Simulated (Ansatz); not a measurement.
Here is an Ansatz input file for K2CuBiI6, space group Fm-3m. Write the same calculation for the Python package.

```yaml
crystal:
  lattice:
    - [0.0, 5.930298, 5.930298]
    - [5.930298, 0.0, 5.930298]
    - [5.930298, 5.930298, 0.0]
  atoms:
    - { symbol: K, position: [0.75, 0.75, 0.75] }
    - { symbol: K, position: [0.25, 0.25, 0.25] }
    - { symbol: Cu, position: [0.5, 0.5, 0.5] }
    - { symbol: Bi, position: [0.0, 0.0, 0.0] }
    - { symbol: I, position: [0.739341, 0.260659, 0.260659] }
    - { symbol: I, position: [0.260659, 0.260659, 0.739341] }
    - { symbol: I, position: [0.260659, 0.739341, 0.739341] }
    - { symbol: I, position: [0.260659, 0.739341, 0.260659] }
    - { symbol: I, position: [0.739341, 0.260659, 0.739341] }
    - { symbol: I, position: [0.739341, 0.739341, 0.260659] }
basis:
  ecutwfc: 320.0
  xc_grid: 3
kpoints:
  mp_grid: { kspacing: 0.52 }
hamiltonian:
  xc: lda
  pseudopotentials: { kind: paw }
scf:
  max_iter: 100
  occupations: { method: fermi_dirac, width: 0.15 }
output:
  write_density: true
  write_potential: true
  volumetric_format: npy
  elf: true
  stress: true
```

The program run on that file:
```console
$ ansatz run input.yaml --threads 1 --pin off --max-ram 3072MiB --backend cpu --events-out ev --progress --plain --runs-dir out
Warning: basis.ecutwfc = 320 eV is below the records' recommended 420 eV, and the density's cutoff is lower with it unless basis.ecutrho_ratio is high enough to keep the records' density cutoff: compare with a run at a higher cutoff
band count auto-derived: 96 (N_el = 154.0; filled up to band 77; 93 by the electrons, moments and atoms)
Engine: ansatz 0.2.0, x86_64-unknown-linux-gnu
Pseudopotentials: kind: paw
Pseudopotential: K, paw, valence charge 9, recommended cutoff 420 eV (normal), K.paw.azcp
Pseudopotential: Cu, paw, valence charge 19, recommended cutoff 420 eV (normal), Cu.paw.azcp
Pseudopotential: Bi, paw, valence charge 15, recommended cutoff 420 eV (normal), Bi.paw.azcp
Pseudopotential: I, paw, valence charge 17, recommended cutoff 420 eV (normal), I.paw.azcp
Functional definition: SPW92
  exchange = slater_x
  correlation = pw_c
Crystal: 10 atoms, lattice volume = 417.119 Å³
Basis set: ecut = 320 eV, 5521 PW (Γ), exchange–correlation on 150×150×150 points (27 copies of the dense FFT grid, shifted against one another)
Bands: 96, of which v1, the nominal top of the filled ones, is band 77 counted from 1 (76 counted from 0)
Symmetry: 48 space group operations
Space group: Fm-3m (ITA 225), of the structure as read, at distance tolerance 7.5e-5 Å
k-points: 3 of 8
Non-local potential: K, projectors of the file, l = 0: 3, l = 1: 2, l = 2: 2
Non-local potential: Cu, projectors of the file, l = 0: 3, l = 1: 2, l = 2: 3, l = 3: 1
Non-local potential: Bi, projectors of the file, l = 0: 2, l = 1: 2, l = 2: 2, l = 3: 2
Non-local potential: I, projectors of the file, l = 0: 2, l = 1: 2, l = 2: 2, l = 3: 2
PAW form: soft (Blöchl's): semilocal exchange-correlation on the pseudo side does not see the compensation charge
PAW frozen core: K, regenerated for the run's functional, and the local potential with it (the file was generated under x = pbe(κ = 0.804, μ = 0.2195149727645171), c = pbe(β = 0.06672455060314922))
PAW frozen core: Cu, regenerated for the run's functional, and the local potential with it (the file was generated under x = pbe(κ = 0.804, μ = 0.2195149727645171), c = pbe(β = 0.06672455060314922))
PAW frozen core: Bi, regenerated for the run's functional, and the local potential with it (the file was generated under x = pbe(κ = 0.804, μ = 0.2195149727645171), c = pbe(β = 0.06672455060314922))
PAW frozen core: I, regenerated for the run's functional, and the local potential with it (the file was generated under x = pbe(κ = 0.804, μ = 0.2195149727645171), c = pbe(β = 0.06672455060314922))
PAW one-centre angular grid: K, 110 points (default); XC on 64 Gauss nodes
PAW one-centre angular grid: Cu, 590 points (default); XC on 64 Gauss nodes
PAW one-centre angular grid: Bi, 590 points (default); XC on 64 Gauss nodes
PAW one-centre angular grid: I, 590 points (default); XC on 64 Gauss nodes
Initial density: superposition of atomic densities (neutral atoms: chi_scale 0, normalization atom), corrected by the library's trained network
Initial wavefunctions: pseudopotential atomic-orbital guess
Functional: x = slater, c = lda
SCF iter   1: F=—  HF=-65775.303323 eV  |F-HF|=—  |Δ(HF+E_count)|=         —  Δρ=1.12e-2  dr2=3.66e-1  ethr=1.77e-3  ⟨swp⟩=10.0  Hψ=1350  notcnv=0  defer=5
preconditioner: auto → LDOS  [metal: Δε(μ)=0.155 eV  Ē_g=10.709 eV  σ=0.150 eV  W_gap=0.25  n_scr=88 (ndim 8)  ℏωp=15.4 eV  f_vac=0.194  D(μ)=3.64/eV (n_scr^D=14)  β→1.0]
SCF iter   2: F=—  HF=-65775.341752 eV  |F-HF|=—  |Δ(HF+E_count)|=   3.84e-2  Δρ=1.25e-2  dr2=3.16e-1  ethr=2.37e-4  ⟨swp⟩=2.0  Hψ=587  notcnv=0  defer=7
SCF iter   3: F=—  HF=-65775.253727 eV  |F-HF|=—  |Δ(HF+E_count)|=   8.80e-2  Δρ=1.88e-3  dr2=6.31e-3  ethr=2.05e-4  ⟨swp⟩=2.0  Hψ=503  notcnv=0  defer=7
SCF iter   4: F=—  HF=-65775.252243 eV  |F-HF|=—  |Δ(HF+E_count)|=   1.48e-3  Δρ=3.82e-4  dr2=1.10e-3  ethr=4.10e-6  ⟨swp⟩=2.0  Hψ=564  notcnv=0  defer=5
SCF iter   5: F=—  HF=-65775.252116 eV  |F-HF|=—  |Δ(HF+E_count)|=   1.27e-4  Δρ=2.55e-4  dr2=2.77e-4  ethr=7.15e-7  ⟨swp⟩=2.0  Hψ=489  notcnv=0  defer=5
SCF iter   6: F=—  HF=-65775.252085 eV  |F-HF|=—  |Δ(HF+E_count)|=   3.03e-5  Δρ=1.99e-4  dr2=1.59e-4  ethr=1.80e-7  ⟨swp⟩=1.0  Hψ=269  notcnv=0  defer=5
SCF iter   7: F=—  HF=-65775.252063 eV  |F-HF|=—  |Δ(HF+E_count)|=   2.28e-5  Δρ=1.65e-5  dr2=1.27e-6  ethr=1.03e-7  ⟨swp⟩=2.0  Hψ=316  notcnv=0  defer=5
SCF iter   8: F=—  HF=-65775.251923 eV  |F-HF|=—  |Δ(HF+E_count)|=   1.40e-4  Δρ=5.27e-6  dr2=1.05e-7  ethr=8.25e-10  ⟨swp⟩=3.0  Hψ=574  notcnv=0  defer=5
SCF iter   9: F=-65775.251922 eV  HF=-65775.251923 eV  |F-HF|=1.61e-8  |Δ(HF+E_count)|=   1.04e-8  Δρ=2.31e-6  dr2=2.07e-8  ethr=6.49e-11  ⟨swp⟩=18.7  Hψ=2238  notcnv=0
SCF 1 converged in 9 iterations: F = -65775.251922 eV  dr2 = 2.07e-8
  greatest PAW one-centre occupation: 1.000 electrons in one spin orbital (limit 2), on the I atom at site 4 (counted from 0), in its partial waves of l = 2
SCF converged after 9 iterations
Free energy (F): -65775.251922 eV
Harris-Foulkes:  -65775.251923 eV  (|F-HF|=1.61e-8)
Internal energy: -65775.036233 eV  (E = F + TS)
E sigma→0 (E₀):  -65775.144078 eV
Entropy (-TS):   -0.215690 eV (-21.569 meV/atom)
Fermi energy:    4.559604 eV
--- Per-component energies (eV) ---
  E_band       = -3377.283484
  E_kinetic    = 2245.772540
  E_local      = -23993.419749  (includes V_loc(G=0)·N_el)
  E_nonlocal   = 493.733050
  E_hartree    = 11290.700221
  E_xc         = -1265.084485
  E_vxc        = -1353.464615  (∫ρ·V_xc dr)
  E_paw        = -41406.659529  (= ΣΔE_a)
  E_vpaw       = -3351.299815  (= ΣTr[D̂ρ^β])
  E_aug_tail   = 0.003367  (compensation charges beyond the density's cutoff)
  E_ewald      = -13145.728715
  E_core_change = 5.647065  (= ΣΔE_core)
  E_smearing   = -0.215690  (= −TS)
  E_closure    = -0.000000  (closes the sum)
  Σ components = -65775.251922   (vs F -65775.251922, Δ=0.00e0)
--- Stress (GPa, compression-positive) ---
       -1.935069      -0.000000       0.000000
       -0.000000      -1.935069      -0.000000
        0.000000       0.000000      -1.935069
  P = ⅓ Tr σ = -1.9351 GPa (-19.351 kbar)
--- Band table (eV) ---
  k-point 0: bands = ["-106.2257", "-64.0672", "-64.0672", "-64.0672", "-39.8756", "-39.8750", "-39.8750", "-39.8750", "-39.8746", "-39.8746", "-39.8284", "-39.8284", "-39.8284", "-39.8280", "-39.8280", "-39.8280", "-39.8278", "-39.8278", "-39.8278", "-39.8273", "-39.8273", "-39.8273", "-39.7013", "-39.7011", "-39.7011", "-39.7008", "-39.7008", "-39.7008", "-39.7007", "-39.7007", "-39.7003", "-39.7003", "-39.7003", "-39.7000", "-25.6517", "-25.6517", "-18.7204", "-18.7204", "-18.6948", "-18.6948", "-18.6948", "-9.2964", "-9.2964", "-9.2964", "-9.2937", "-9.2937", "-9.2937", "-8.5633", "-7.5783", "-7.5783", "-7.5783", "-7.3073", "-7.3073", "-6.0178", "0.3645", "0.3645", "0.3645", "0.7601", "1.5252", "1.5252", "1.5252", "1.8011", "1.8011", "2.9275", "2.9275", "2.9275", "3.0893", "3.0893", "3.0893", "3.2353", "3.2353", "3.2353", "3.8787", "3.8787", "3.8787", "4.1435", "4.1435", "5.8730", "5.8730", "5.8730", "6.8736", "7.4381", "8.1919", "8.7652", "8.7652", "9.1764", "9.1764", "9.1764", "9.8896", "9.8896", "9.8896", "11.2232", "11.2232", "11.5532", "11.5532", "11.5532"]
  k-point 1: bands = ["-106.2256", "-64.0671", "-64.0670", "-64.0670", "-39.8751", "-39.8749", "-39.8747", "-39.8747", "-39.8746", "-39.8746", "-39.8284", "-39.8284", "-39.8282", "-39.8280", "-39.8280", "-39.8278", "-39.8278", "-39.8278", "-39.8275", "-39.8274", "-39.8272", "-39.8272", "-39.7010", "-39.7010", "-39.7009", "-39.7009", "-39.7009", "-39.7009", "-39.7004", "-39.7004", "-39.7002", "-39.7001", "-39.7001", "-39.7000", "-25.6517", "-25.6517", "-18.7201", "-18.7201", "-18.6948", "-18.6948", "-18.6946", "-9.3003", "-9.2992", "-9.2958", "-9.2958", "-9.2956", "-9.2956", "-8.3841", "-7.9050", "-7.4517", "-7.4517", "-7.4427", "-7.4427", "-5.7697", "-0.4855", "0.7496", "0.7496", "1.7056", "1.7056", "1.7156", "1.7270", "1.8712", "1.8712", "2.4932", "2.4932", "2.8155", "2.8155", "2.9674", "2.9857", "3.1065", "3.1065", "3.3770", "3.4414", "3.4414", "3.5227", "3.6828", "3.6828", "4.7014", "7.3430", "7.3430", "8.0741", "8.2297", "9.0595", "9.1337", "9.5649", "9.5649", "9.6118", "9.6118", "10.0018", "10.3457", "10.3457", "10.3883", "10.8761", "10.8761", "11.1982", "11.2354"]
  k-point 2: bands = ["-106.2256", "-64.0670", "-64.0670", "-64.0670", "-39.8749", "-39.8748", "-39.8748", "-39.8748", "-39.8746", "-39.8746", "-39.8286", "-39.8283", "-39.8283", "-39.8278", "-39.8278", "-39.8278", "-39.8277", "-39.8277", "-39.8277", "-39.8273", "-39.8273", "-39.8270", "-39.7010", "-39.7009", "-39.7009", "-39.7009", "-39.7009", "-39.7008", "-39.7004", "-39.7004", "-39.7002", "-39.7002", "-39.7002", "-39.7000", "-25.6517", "-25.6516", "-18.7202", "-18.7202", "-18.6947", "-18.6947", "-18.6947", "-9.3072", "-9.2999", "-9.2999", "-9.2933", "-9.2933", "-9.2927", "-8.3549", "-7.7241", "-7.5949", "-7.5791", "-7.5791", "-7.3018", "-5.6998", "0.3842", "0.5412", "0.5412", "0.7448", "1.4368", "1.7976", "1.9791", "2.0592", "2.0592", "2.1246", "2.5155", "2.5155", "2.8682", "2.8805", "2.8805", "2.9078", "3.1706", "3.1706", "3.2416", "3.2416", "3.8601", "4.1344", "4.3921", "6.2980", "6.2980", "6.5207", "7.8465", "8.6571", "8.7926", "8.8602", "9.7155", "10.0091", "10.1123", "10.1123", "10.1150", "10.1917", "10.5070", "10.5348", "10.5348", "10.7697", "11.0493", "11.2432"]
```

Script `scf_k2cubii6.py`:
```python
from pathlib import Path

import ansatz as az
import numpy as np


def main() -> None:
    lattice = az.Lattice.of(
        [0.0, 5.930298, 5.930298],
        [5.930298, 0.0, 5.930298],
        [5.930298, 5.930298, 0.0],
    )
    sites = [
        ('K', [0.75, 0.75, 0.75]),
        ('K', [0.25, 0.25, 0.25]),
        ('Cu', [0.5, 0.5, 0.5]),
        ('Bi', [0.0, 0.0, 0.0]),
        ('I', [0.739341, 0.260659, 0.260659]),
        ('I', [0.260659, 0.260659, 0.739341]),
        ('I', [0.260659, 0.739341, 0.739341]),
        ('I', [0.260659, 0.739341, 0.260659]),
        ('I', [0.739341, 0.260659, 0.739341]),
        ('I', [0.739341, 0.739341, 0.260659]),
    ]
    system = az.Crystal(lattice=lattice)
    for symbol, position in sites:
        system = system.atom(symbol, position)

    setup = (
        system.calculation()
        .functional('LDA')
        .pseudopotentials('paw')
        .basis(320, xc_grid=3)
        .kpoints(spacing=0.52)
        .occupations('fermi_dirac', width=0.15)
        .scf(max_iterations=100)
        .density()
        .potential()
        .electron_localization_function()
        .output_files(volumetric_format='npy')
        .stress()
    )
    done = setup.run()
    summary = done.report

    print('%-22s %14.5f eV' % ('F = E - TS', summary['free_energy_ev']))
    print('%-22s %14.5f eV' % ('E', summary['internal_energy_ev']))
    print('%-22s %14.5f eV' % ('Harris-Foulkes', summary['harris_foulkes_ev']))
    print('%-22s %14.5f eV' % ('Fermi level', summary['fermi_energy_ev']))

    folder = Path(done.write_results('fields'))
    for name in sorted(p.name for p in folder.glob('*.npy')):
        field = np.load(folder / name)
        print(f'{name:16s} {str(field.shape):16s} min {field.min():10.4f}  mean {field.mean():10.4f}  max {field.max():10.4f}')

    stress = np.array(summary['stress_gpa'])
    print(f'pressure {np.trace(stress) / 3:.3f} GPa')
    print(np.round(stress, 3) + 0.0)


if __name__ == '__main__':
    main()
```

```console
$ python scf_k2cubii6.py
DeckWarning: basis.ecutwfc = 320 eV is below the records' recommended 420 eV, and the density's cutoff is lower with it unless basis.ecutrho_ratio is high enough to keep the records' density cutoff: compare with a run at a higher cutoff
F = E - TS               -65775.25192 eV
E                        -65775.03623 eV
Harris-Foulkes           -65775.25192 eV
Fermi level                   4.55960 eV
elf.npy          (50, 50, 50)     min     0.0032  mean     0.3091  max     0.9995
rho.npy          (50, 50, 50)     min     0.0053  mean     0.3692  max    70.4309
v_es.npy         (50, 50, 50)     min  -101.4952  mean     4.6371  max    39.9315
v_tot.npy        (50, 50, 50)     min  -127.2145  mean    -3.4384  max    19.1439
pressure -1.935 GPa
[[-1.935  0.     0.   ]
 [ 0.    -1.935  0.   ]
 [ 0.     0.    -1.935]]
```
(Warnings from the package without file and line.)

Reading the output:
- The settings weren't tested for convergence.
- The cutoff lies under the one recommended for these potentials.
- Under the recommended cutoff a pressure can be off by several GPa, even in sign.
- Energy and stress may still move on a finer k-point mesh.
- Only differences from the Fermi energy are physical; the zero of the scale is a convention.
- The smearing is wide enough that free energy and stress hold a thermal part of the electrons.
- Pressure is positive in compression.
- In a crystal with a gap the Fermi level's place inside it depends on smearing and mesh.
- Without a Hubbard U or exact exchange, semilocal functionals often make such 3d compounds metallic or too weakly gapped.
- Spin-orbit coupling, which matters for elements this heavy, is left out.
- Densities and potentials on the grid are those of the valence electrons, and inside the cores they hang on the potentials used.
- The structure comes from a database of computed cells and needn't be a stable or known phase.
- Cost: of the order of 8 core-seconds.

(Lines on the test bed's own set-up are left out of the output.)
